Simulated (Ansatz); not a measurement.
Consider an atomisation energy of CHClI, SMILES Cl[CH]I (Ansatz 0.2.0, Python API).

Script `tae_chcli.py`:
```python
# -*- coding: utf-8 -*-
from collections import Counter

import ansatz

BASIS = "def2-SVPD"
XC = "cam_b3lyp"


def total_energy(molecule, charge=0, unpaired=0):
    calc = molecule.calculation().basis(gaussian=BASIS).functional(XC)
    if charge:
        calc = calc.charge(charge)
    if unpaired:
        calc = calc.spin("collinear", total=unpaired)
    report = calc.run().report
    if report["published_state_doubts"]:
        print("  doubts:", report["published_state_doubts"])
    return report["free_energy_ev"]

molecule = (
    ansatz.Crystal.molecule()
    .atom("Cl", (-1.5137, 0.0804, -0.5749))
    .atom("C", (0.0533, 0.157, -0.0462))
    .atom("I", (0.8823, -1.4072, 0.8393))
    .atom("H", (0.6336, 1.1095, -0.2386))
)

unpaired = {"Cl": 1, "C": 2, "I": 1, "H": 1}
counts = Counter(site.symbol for site in molecule.cartesian_sites)
atom_energy = {s: total_energy(ansatz.Crystal.molecule().atom(s, (0, 0, 0)), 0, unpaired[s]) for s in counts}
whole = total_energy(molecule, 0, 1)
for s, e in atom_energy.items():
    print(f"{s:2s} x{counts[s]}  {e:14.5f} eV")
print(f"CHClI: {whole:.5f} eV")
split = sum(counts[s] * e for s, e in atom_energy.items()) - whole
print(f"atomisation energy (no zero-point term): {split:.3f} eV, {split / sum(counts.values()):.3f} eV an atom")
```

What does it cost to take this molecule apart into atoms?

10.219 eV from the electronic energies, without the zero-point term.

What the script printed:

```console
$ python tae_chcli.py
Cl x1    -12517.64061 eV
C  x1     -1028.38616 eV
I  x1     -8100.25670 eV
H  x1       -13.54842 eV
CHClI: -21670.05123 eV
atomisation energy (no zero-point term): 10.219 eV, 2.555 eV an atom
```

Reading the output:
- Total energies depend on the basis set; only differences at equal settings carry meaning.
- The geometry is a force-field or estimated start, not a minimum of this method, and the basis set is short of its limit. All parts are taken at fixed geometry, without zero-point energy.
- def2 sets replace the cores of elements past krypton by effective core potentials.
- The species is open-shell (spin multiplicity 2).
- The spin-orbit lowering of heavy atoms is left out.
- Timing: 8.9 s on 1 thread of Arm Neoverse V1, with other jobs on the host, peak memory 0.35 GiB.
